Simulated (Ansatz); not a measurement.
Geometry optimisation, Ansatz 0.2.0, DFT PBE, scalar-relativistic, plane waves, PAW.

Input:

```yaml
crystal:
  lattice:
    - [-3.081, -5.336449, 0.0]
    - [4.6215, -2.668224, 0.0]
    - [0.0, 0.0, 15.1248]
  atoms:
    - { symbol: Si, position: [0.74999997, 0.49999998, 0.0] }
    - { symbol: Si, position: [0.74999997, 0.49999998, 0.5] }
    - { symbol: Si, position: [0.49999998, 0.33333332, 0.1664] }
    - { symbol: Si, position: [0.49999999, 0.66666666, 0.6664] }
    - { symbol: Si, position: [0.49999999, 0.66666666, 0.3329] }
    - { symbol: Si, position: [0.49999998, 0.33333332, 0.8329] }
    - { symbol: C, position: [0.49999998, 0.33333332, 0.0412] }
    - { symbol: C, position: [0.49999999, 0.66666666, 0.5412] }
    - { symbol: C, position: [0.49999999, 0.66666666, 0.208] }
    - { symbol: C, position: [0.49999998, 0.33333332, 0.708] }
    - { symbol: C, position: [0.74999997, 0.49999998, 0.3746] }
    - { symbol: C, position: [0.74999997, 0.49999998, 0.8746] }
    - { symbol: Si, position: [0.49999997, -2.0e-08, 0.0] }
    - { symbol: Si, position: [0.49999997, -2.0e-08, 0.5] }
    - { symbol: Si, position: [0.25000002, 0.83333334, 0.1664] }
    - { symbol: Si, position: [0.24999999, 0.16666666, 0.6664] }
    - { symbol: Si, position: [0.24999999, 0.16666666, 0.3329] }
    - { symbol: Si, position: [0.25000002, 0.83333334, 0.8329] }
    - { symbol: C, position: [0.25000002, 0.83333334, 0.0412] }
    - { symbol: C, position: [0.24999999, 0.16666666, 0.5412] }
    - { symbol: C, position: [0.24999999, 0.16666666, 0.208] }
    - { symbol: C, position: [0.25000002, 0.83333334, 0.708] }
    - { symbol: C, position: [0.49999997, -2.0e-08, 0.3746] }
    - { symbol: C, position: [0.49999997, -2.0e-08, 0.8746] }
    - { symbol: Si, position: [0.25, 0.5, 0.0] }
    - { symbol: Si, position: [0.25, 0.5, 0.5] }
    - { symbol: Si, position: [1.0e-08, 0.33333334, 0.1664] }
    - { symbol: Si, position: [3.0e-08, 0.66666668, 0.6664] }
    - { symbol: Si, position: [1.0e-08, 0.33333334, 0.8329] }
    - { symbol: C, position: [1.0e-08, 0.33333334, 0.0412] }
    - { symbol: C, position: [3.0e-08, 0.66666668, 0.5412] }
    - { symbol: C, position: [3.0e-08, 0.66666668, 0.208] }
    - { symbol: C, position: [1.0e-08, 0.33333334, 0.708] }
    - { symbol: C, position: [0.25, 0.5, 0.3746] }
    - { symbol: C, position: [0.25, 0.5, 0.8746] }
    - { symbol: Si, position: [0.0, 0.0, 0.0] }
    - { symbol: Si, position: [0.0, 0.0, 0.5] }
    - { symbol: Si, position: [0.74999998, 0.83333332, 0.1664] }
    - { symbol: Si, position: [0.74999996, 0.16666664, 0.6664] }
    - { symbol: Ge, position: [0.99999992, -0.33333338, 0.3329] }
    - { symbol: Si, position: [0.74999998, 0.83333332, 0.8329] }
    - { symbol: C, position: [0.74999998, 0.83333332, 0.0412] }
    - { symbol: C, position: [0.74999996, 0.16666664, 0.5412] }
    - { symbol: C, position: [0.74999996, 0.16666664, 0.208] }
    - { symbol: C, position: [0.74999998, 0.83333332, 0.708] }
    - { symbol: C, position: [0.0, 0.0, 0.3746] }
    - { symbol: C, position: [0.0, 0.0, 0.8746] }
total_charge: 2
basis:
  ecutwfc: 420.0
kpoints:
  mp_grid: { grid: [2, 2, 1] }
hamiltonian:
  xc: pbe
  pseudopotentials: { kind: paw, azcp: { folder: soft_1 } }
scf:
  occupations: { method: gaussian, width: 0.02 }
  lower_state_search: "off"
relax:
  f_tol: 0.03
  max_steps: 60
  adjacent_minimum: "off"
```

Command:

```bash
$ ansatz run input.yaml --threads 2 --pin off --max-ram 5120MiB --backend cpu --events-out ev --progress --plain --runs-dir out
```

Q: Where does it end, and by what steps?

A: The forces met the threshold. The force dipped under the threshold on the way, but the program's further checks kept it going. Limits of this set-up: coarse k mesh, charged cell in a uniform background, uncorrected. After 7 steps the energy has fallen by 0.931 eV; C23 moved furthest, 0.45 Å.

```json
{"step": "0", "energy less start (eV)": "0.0000", "largest force component (eV/Å)": "1.769", "accepted": "yes"}
{"step": "1", "energy less start (eV)": "-0.6584", "largest force component (eV/Å)": "0.871", "accepted": "yes"}
{"step": "2", "energy less start (eV)": "-0.8399", "largest force component (eV/Å)": "0.285", "accepted": "yes"}
{"step": "3", "energy less start (eV)": "-0.8832", "largest force component (eV/Å)": "0.232", "accepted": "yes"}
{"step": "4", "energy less start (eV)": "-0.9215", "largest force component (eV/Å)": "0.178", "accepted": "yes"}
{"step": "5", "energy less start (eV)": "-0.9300", "largest force component (eV/Å)": "0.082", "accepted": "yes"}
{"step": "6", "energy less start (eV)": "-0.9310", "largest force component (eV/Å)": "0.027", "accepted": "yes"}
{"step": "7", "energy less start (eV)": "-0.9310", "largest force component (eV/Å)": "0.027", "accepted": "yes"}
```

```xyz
47
Lattice="-3.0810 -5.3364 0.0000 4.6215 -2.6682 0.0000 0.0000 0.0000 15.1248" Properties=species:S:1:pos:R:3
Si 0.019 -5.349 -0.020
Si -0.014 -5.320 7.590
Si 0.050 -3.577 2.489
Si 1.520 -4.439 10.110
Si 1.524 -4.407 5.003
Si -0.015 -3.556 12.602
C 0.021 -3.575 0.597
C 1.520 -4.434 8.232
C 1.576 -4.451 3.136
C -0.016 -3.560 10.725
C 0.176 -5.375 5.744
C 0.000 -5.338 13.223
Si -1.518 -2.682 -0.018
Si -1.546 -2.615 7.620
Si 3.110 -3.580 2.475
Si -0.012 -1.775 10.133
Si 0.058 -1.846 4.905
Si 3.066 -3.550 12.605
C 3.100 -3.575 0.607
C -0.004 -1.782 8.274
C 0.034 -1.801 3.080
C 3.068 -3.550 10.726
C -1.479 -2.242 5.785
C -1.546 -2.668 13.223
Si 1.567 -2.687 -0.022
Si 1.516 -2.661 7.621
Si 1.571 -0.922 2.473
Si 3.064 -1.766 10.103
Si 1.531 -0.878 12.601
C 1.558 -0.900 0.586
C 3.059 -1.767 8.216
C 3.106 -1.802 3.059
C 1.533 -0.875 10.720
C 1.490 -2.677 5.722
C 1.532 -2.664 13.221
Si 0.016 -0.011 -0.017
Si -0.038 -0.029 7.631
Si 1.559 -6.225 2.513
Si -1.561 -4.434 10.081
Ge -4.641 -4.419 4.991
Si 1.531 -6.221 12.594
C 1.565 -6.237 0.609
C -1.571 -4.427 8.147
C -1.503 -4.470 2.922
C 1.531 -6.222 10.715
C -0.289 -0.305 5.802
C -0.005 0.004 13.223
```

The run took 34 s on 2 threads of Intel(R) Xeon(R) 6975P-C (Granite Rapids) (shared host), peak memory 1.3 GiB.
